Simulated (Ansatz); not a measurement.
# H6C2O: the cost of one run

Program: Ansatz 0.2.0. Level of theory: DFT PBE+D3(BJ), plane waves, PAW, scalar-relativistic, no spin polarisation. These are calculated values, not measurements.

**1. The system as given**

The cell holds 36 atoms (C8H24O4): a = 7.294 Å, b = 7.294 Å, c = 7.294 Å, α = 90.00°, β = 90.00°, γ = 90.00°.

Its coordinates follow in the input file.

**2. Preparing the start**

Input file input.yaml:

```yaml
accuracy: low
crystal:
  lattice:
    - [7.293633, 0.0, 0.0]
    - [0.0, 7.293633, 0.0]
    - [0.0, 0.0, 7.293633]
  atoms:
    - { symbol: C, position: [0.3047126, 0.8442156, 0.6758988] }
    - { symbol: C, position: [0.3748244, 1.0392912, 0.6769711] }
    - { symbol: O, position: [0.5675635, 1.0310032, 0.709426] }
    - { symbol: H, position: [0.6138233, 1.1558814, 0.7103411] }
    - { symbol: H, position: [0.3452162, 1.1058073, 0.5450054] }
    - { symbol: H, position: [0.3054322, 1.118789, 0.7845854] }
    - { symbol: H, position: [0.1568384, 0.8412397, 0.6515045] }
    - { symbol: H, position: [0.3729652, 0.7658284, 0.5681816] }
    - { symbol: H, position: [0.3332284, 0.7787948, 0.8074775] }
    - { symbol: C, position: [1.0377936, 0.3667129, 0.4503718] }
    - { symbol: C, position: [0.8748697, 0.4946436, 0.4581697] }
    - { symbol: O, position: [0.7140768, 0.3832273, 0.4566084] }
    - { symbol: H, position: [0.6086001, 0.4643766, 0.4615916] }
    - { symbol: H, position: [0.8808975, 0.5788022, 0.5830576] }
    - { symbol: H, position: [0.876699, 0.5882665, 0.3400707] }
    - { symbol: H, position: [1.1660792, 0.4442558, 0.4511754] }
    - { symbol: H, position: [1.0363367, 0.2746378, 0.5683804] }
    - { symbol: H, position: [1.0321432, 0.2840908, 0.3256816] }
    - { symbol: C, position: [0.5146135, 0.5903638, 0.1421288] }
    - { symbol: C, position: [0.3560848, 0.72393, 0.1420288] }
    - { symbol: O, position: [0.1944893, 0.6214316, 0.1013921] }
    - { symbol: H, position: [0.0918219, 0.7062529, 0.1010421] }
    - { symbol: H, position: [0.344835, 0.7912246, 0.2764196] }
    - { symbol: H, position: [0.3789583, 0.8315477, 0.039018] }
    - { symbol: H, position: [0.6432941, 0.660952, 0.1726144] }
    - { symbol: H, position: [0.4921648, 0.4842734, 0.2453123] }
    - { symbol: H, position: [0.5262476, 0.5245486, 0.0081923] }
    - { symbol: C, position: [0.5884239, 0.1224355, 0.0883216] }
    - { symbol: C, position: [0.7902499, 0.1464703, 0.1290629] }
    - { symbol: O, position: [0.8888314, 0.0730531, -0.0231277] }
    - { symbol: H, position: [1.0187851, 0.0879295, 0.001894] }
    - { symbol: H, position: [0.8222236, 0.2924551, 0.1486113] }
    - { symbol: H, position: [0.8264076, 0.0745077, 0.2564599] }
    - { symbol: H, position: [0.5049688, 0.1763719, 0.2005573] }
    - { symbol: H, position: [0.5525817, 0.1949641, -0.0376185] }
    - { symbol: H, position: [0.5567607, -0.0227247, 0.0701022] }
basis:
  ecutwfc: 420.0
kpoints:
  mp_grid: { grid: [1, 1, 1] }
hamiltonian:
  xc: pbe
  dispersion: d3bj
scf:
  occupations: { method: fermi_dirac, width: 0.05 }
  lower_state_search: "off"
relax:
  f_tol: 0.3
  max_steps: 15
  adjacent_minimum: "off"
output:
  write_density: true
  write_potential: true
  elf: true
  volumetric_format: npy
```

Launch:

```sh
$ ansatz run input.yaml --threads 1 --pin off --max-ram 3072MiB --backend cpu --events-out ev --progress --plain --runs-dir out
```

What time and memory should one allow on 1 thread of Intel Xeon Platinum 8488C (Sapphire Rapids), shared host?

About 18 s, with a peak of 0.46 GiB.
